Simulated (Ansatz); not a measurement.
# MoNCl3: single points with varied inputs

Aim: run MoNCl3 under a spread of inputs, and see what each costs and gives.

Computed with Ansatz 0.2.0, Gaussian basis. Level: the settings change from run to run.

1 further run of the same task is left out (set aside as unsound or not needed).

### Step 1. The geometry

The structure was relaxed beforehand with B3LYP-D4/def2-SVP. Mo takes a core potential in def2 sets; no spin-orbit term is included.

5 atoms, charge 0, spin multiplicity 1.

Atoms are counted from 1 here; the program's logs count them from 0.

Bond lengths: Mo1–N2 1.624 Å, Mo1–Cl3 2.268 Å, Mo1–Cl4 2.268 Å, Mo1–Cl5 2.268 Å. Angles: N2–Mo1–Cl3 105.6°, N2–Mo1–Cl4 105.6°, N2–Mo1–Cl5 105.6°, Cl3–Mo1–Cl4 113.1°, Cl3–Mo1–Cl5 113.0°, Cl4–Mo1–Cl5 113.0°.

As a file:

```mol
Cl3MoN
  3D, bonds by distance, orders not assigned

  5  4  0  0  0  0  0  0  0  0999 V2000
    0.0003   -0.0002    0.0415 Mo  0  0
    0.0066   -0.0125    1.6656 N   0  0
    2.1825    0.0095   -0.5775 Cl  0  0
   -1.0994    1.8933   -0.5504 Cl  0  0
   -1.0900   -1.8901   -0.5791 Cl  0  0
  1  2  8  0
  1  3  8  0
  1  4  8  0
  1  5  8  0
M  END
```

### Step 2. HSE06/def2-SVPD

in.yaml

```yaml
crystal:
  periodic: [false, false, false]
  atoms:
    - {symbol: Mo, position_ang: [0.000264, -0.000248, 0.041455]}
    - {symbol: N, position_ang: [0.006611, -0.012532, 1.665559]}
    - {symbol: Cl, position_ang: [2.182498, 0.009520, -0.577486]}
    - {symbol: Cl, position_ang: [-1.099415, 1.893339, -0.550406]}
    - {symbol: Cl, position_ang: [-1.089958, -1.890089, -0.579112]}
basis:
  gaussian: {orbitals: def2-SVPD}
hamiltonian: {xc: {name: HSE06}}
scf: {omitted_lower_state_checks: [starts]}
```

Command:

```console
ansatz run in.yaml --threads 4 --pin off --events-out ev --progress --plain --max-ram 3916MiB
```

The program printed:

```text
Functional definition: HSE06
  name "HSE06"
  cite "Heyd, Scuseria & Ernzerhof, J. Chem. Phys. 118, 8207 (2003) doi:10.1063/1.1564060"
  cite "Krukau, Vydrov, Izmaylov & Scuseria, J. Chem. Phys. 125, 224106 (2006) doi:10.1063/1.2404663"
  cite "Heyd & Scuseria, J. Chem. Phys. 120, 7274 (2004) doi:10.1063/1.1668634"
  cite "Ernzerhof & Perdew, J. Chem. Phys. 109, 3313 (1998) doi:10.1063/1.476928"
  cite "Perdew, Burke & Ernzerhof, Phys. Rev. Lett. 77, 3865 (1996) doi:10.1103/PhysRevLett.77.3865"
  parent pbe
  parameter a = 0.25
  parameter omega = 0.11/bohr
  # The whole range is PBE's own exchange, as in plane waves. The composition of these papers is wPBEh.
  exchange = pbe_x - a*pbe_x_sr(omega) + a*exact_x_sr(omega)
  correlation = pbe_c
these checks for a lower state are left out or cut short: starts
1375 factors; their error is unknown
102 factors; integrals over basis functions are off by at most 2.7e-6 eV
mean field evaluation 1: about -40880.1427 eV, gradient 7.2e1 eV
mean field evaluation 2: about -40722.6655 eV, gradient 2.3e2 eV
mean field evaluation 4: about -40887.3524 eV, gradient 3.3e1 eV
mean field evaluation 8: about -40890.1841 eV, gradient 8.8e-2 eV
mean field -40890.45185305 eV, -1502.6963890560 hartree, gradient 7.9e-5 eV, S^2 0.000000; 0 other end points of the search recorded, 0 dependent functions left out
reference -40890.45190868 eV, -1502.6963911003 hartree; 36, 36 occupied and 99, 99 virtual orbitals, 1375 factors
Total energy: -40890.45190868 eV, -1502.6963911003 hartree
Checks for a lower state left out: starts
```

It took 2.2 s on 4 threads of Arm Neoverse V1, shared host.

### Step 3. PBE0/def2-TZVP

This run has D3(BJ) dispersion.

in.yaml, as its differences from that of step 2:

```diff
@@ -9,4 +9,3 @@
 basis:
-  gaussian: {orbitals: def2-SVPD}
-hamiltonian: {xc: {name: HSE06}}
-scf: {omitted_lower_state_checks: [starts]}
+  gaussian: {orbitals: def2-TZVP}
+hamiltonian: {xc: {name: PBE0}, dispersion: d3bj}
```

Launched as before.

The program printed:

```text
Functional definition: PBE0
  name "PBE0"
  cite "Adamo & Barone, J. Chem. Phys. 110, 6158 (1999) doi:10.1063/1.478522"
  cite "Perdew, Burke & Ernzerhof, Phys. Rev. Lett. 77, 3865 (1996) doi:10.1103/PhysRevLett.77.3865"
  parent pbe
  parameter a = 0.25
  parameter kappa = 0.804
  parameter beta = 0.06672455060314922
  exchange = (1 - a)*pbe_x(kappa = kappa, mu = beta*pi^2/3) + a*exact_x
  correlation = pbe_c(beta = beta)
1337 factors; their error is unknown
mean field evaluation 1: about -40893.3084 eV, gradient 8.2e1 eV
mean field evaluation 2: about -40728.0721 eV, gradient 2.5e2 eV
mean field evaluation 4: about -40903.5486 eV, gradient 3.0e1 eV
mean field evaluation 8: about -40905.7160 eV, gradient 1.4e-1 eV
mean field evaluation 16: about -40905.9015 eV, gradient 4.0e-4 eV
mean field -40905.90153829 eV, -1503.2641545164 hartree, gradient 5.6e-5 eV, S^2 0.000000; 0 other end points of the search recorded, 0 dependent functions left out
reference -40905.90157510 eV, -1503.2641558691 hartree; 36, 36 occupied and 146, 146 virtual orbitals, 1337 factors
Total energy: -40906.11896833 eV, -1503.2721449228 hartree
```

Run time: 2.7 s. Hardware: 4 threads of Arm Neoverse V1, shared host.

### Step 4. wB97/def2-SVPD

Options: multiplicity 3.

in.yaml, as its differences from that of step 3:

```diff
@@ -9,3 +9,4 @@
 basis:
-  gaussian: {orbitals: def2-TZVP}
-hamiltonian: {xc: {name: PBE0}, dispersion: d3bj}
+  gaussian: {orbitals: def2-SVPD}
+magnetization: {spin_polarized: true, initial_magnetization: 2}
+hamiltonian: {xc: {name: wB97}}
```

Launched as before.

The program printed:

```text
Functional definition: wB97
  name "wB97"
  cite "Chai & Head-Gordon, J. Chem. Phys. 128, 084106 (2008) doi:10.1063/1.2834918"
  cite "Becke, J. Chem. Phys. 107, 8554 (1997) doi:10.1063/1.475007"
  parameter omega = 0.4/bohr
  parameter cx1 = 1.13116
  parameter cx2 = -2.74915
  parameter cx3 = 12.0900
  parameter cx4 = -5.71642
  parameter css1 = -2.55352
  parameter css2 = 11.8926
  parameter css3 = -26.9452
  parameter css4 = 17.0927
  parameter cos1 = 3.99051
  parameter cos2 = -17.0066
  parameter cos3 = 1.07292
  parameter cos4 = 8.88211
  # The coefficients of nought are those of the uniform gas.
  exchange = spin_sum(e_x_unif_sr(omega)*poly(b97_u_x, 1, cx1, cx2, cx3, cx4)) + exact_x_lr(omega)
  correlation = spin_sum(e_c_pw_same_spin*poly(b97_u_same, 1, css1, css2, css3, css4))
      + integral(e_c_pw_opposite_spin*poly(b97_u_opposite, 1, cos1, cos2, cos3, cos4))
1309 factors; their error is unknown
451 factors; integrals over basis functions are off by at most 3.6e-5 eV
mean field evaluation 1: about -40896.0398 eV, gradient 3.5e1 eV
mean field evaluation 2: about -40878.4040 eV, gradient 7.5e1 eV
mean field evaluation 4: about -40901.2552 eV, gradient 2.3e0 eV
mean field evaluation 8: about -40901.3593 eV, gradient 2.6e-1 eV
mean field evaluation 16: about -40901.3339 eV, gradient 1.0e-2 eV
mean field evaluation 32: about -40901.3654 eV, gradient 5.6e-1 eV
mean field evaluation 64: about -40901.3334 eV, gradient 1.3e-1 eV
mean field -40901.36764436 eV, -1503.0975369874 hartree, gradient 8.5e-6 eV, S^2 2.021924; 6 other end points of the search recorded, 0 dependent functions left out
reference -40901.36762962 eV, -1503.0975364457 hartree; 37, 35 occupied and 98, 100 virtual orbitals, 1309 factors
Total energy: -40901.36762962 eV, -1503.0975364457 hartree
```

Wall time 68 s (4 threads of Arm Neoverse V1, shared host); peak memory 0.64 GiB.

⟨S²⟩ 2.022.

### Step 5. r2SCAN50/def2-mTZVP

Set apart from the defaults: atoms shaken by 0.08 Å.

in.yaml

```yaml
crystal:
  periodic: [false, false, false]
  atoms:
    - {symbol: Mo, position_ang: [-0.102740, 0.041330, 0.040843]}
    - {symbol: N, position_ang: [-0.164604, -0.064365, 1.603188]}
    - {symbol: Cl, position_ang: [2.015161, -0.149772, -0.539467]}
    - {symbol: Cl, position_ang: [-1.176493, 1.804353, -0.673371]}
    - {symbol: Cl, position_ang: [-1.040288, -1.904213, -0.657579]}
basis:
  gaussian: {orbitals: def2-mTZVP}
hamiltonian: {xc: {name: r2SCAN50}}
output: {forces: true}
```

Same command.

The program printed:

```text
Functional definition: r2SCAN50
  name "r2SCAN50"
  cite "Bursch, Neugebauer, Ehlert & Grimme, J. Chem. Phys. 156, 134105 (2022) doi:10.1063/5.0086040"
  cite "Furness, Kaplan, Ning, Perdew & Sun, J. Phys. Chem. Lett. 11, 8208 (2020) doi:10.1021/acs.jpclett.0c02405"
  cite "Furness, Kaplan, Ning, Perdew & Sun, J. Phys. Chem. Lett. 11, 9248 (2020) doi:10.1021/acs.jpclett.0c03077"
  parent r2scan
  parameter a = 0.5
  parameter k0 = 0.174
  parameter k1 = 0.065
  parameter a1 = 4.9479
  exchange = (1 - a)*r2scan_x(k0 = k0, k1 = k1, a1 = a1) + a*exact_x
  correlation = r2scan_c
1088 factors; integrals over basis functions are off by at most 4.4e-4 eV
mean field evaluation 1: about -40902.9363 eV, gradient 7.0e1 eV
mean field evaluation 2: about -40847.8475 eV, gradient 1.7e2 eV
mean field evaluation 4: about -40911.8725 eV, gradient 9.8e0 eV
mean field evaluation 8: about -40912.1157 eV, gradient 3.1e-1 eV
mean field evaluation 16: about -40912.1161 eV, gradient 3.9e-4 eV
mean field -40912.11612050 eV, -1503.4925362000 hartree, gradient 4.3e-5 eV, S^2 0.000000; 0 other end points of the search recorded, 0 dependent functions left out
the calculation of the forces begins
reference -40912.11612975 eV, -1503.4925365399 hartree; 36, 36 occupied and 82, 82 virtual orbitals, 1088 factors
Total energy: -40912.11612975 eV, -1503.4925365399 hartree
Atom 0 at    -0.102740     0.041330     0.040843 Å, force    -0.082821    -2.163142    -2.481466 eV/Å
Atom 1 at    -0.164604    -0.064365     1.603188 Å, force    -0.125192     0.311817     2.635496 eV/Å
Atom 2 at     2.015161    -0.149772    -0.539467 Å, force     0.920325     0.191930    -0.074648 eV/Å
Atom 3 at    -1.176493     1.804353    -0.673371 Å, force    -0.691889     1.278667    -0.187004 eV/Å
Atom 4 at    -1.040288    -1.904213    -0.657579 Å, force    -0.020424     0.380728     0.107622 eV/Å
Dipole moment:     0.025757     0.155404    -0.138717 e Å
```

It took 4.5 s on 4 threads of Arm Neoverse V1, shared host.

Largest force 3.293 eV/Å, dipole 1.01 D.

### Step 6. All runs side by side

```csv
level,charge,multiplicity,geometry,functions,energy (eV),time
HSE06/def2-SVPD,0,1,relaxed,135,-40890.452,2.2 s
PBE0/def2-TZVP,0,1,relaxed,182,-40906.119,2.7 s
wB97/def2-SVPD,0,3,relaxed,135,-40901.368,68 s
r2SCAN50/def2-mTZVP,0,1,shaken,118,-40912.116,4.5 s
```

### Step 7. Summary of results

```
                                         quantity                   value
                                             runs                       4
                                         quickest  HSE06/def2-SVPD, 2.2 s
                                          slowest    wB97/def2-SVPD, 68 s
spread of total energies, same state and geometry                 15.7 eV
```

**Reading.** wB97/def2-SVPD took 31 times as long as HSE06/def2-SVPD. The jobs differ in tasks and options as well as level. Total energies at one charge and spin differ by 16 eV between levels, so only differences within one level mean anything.
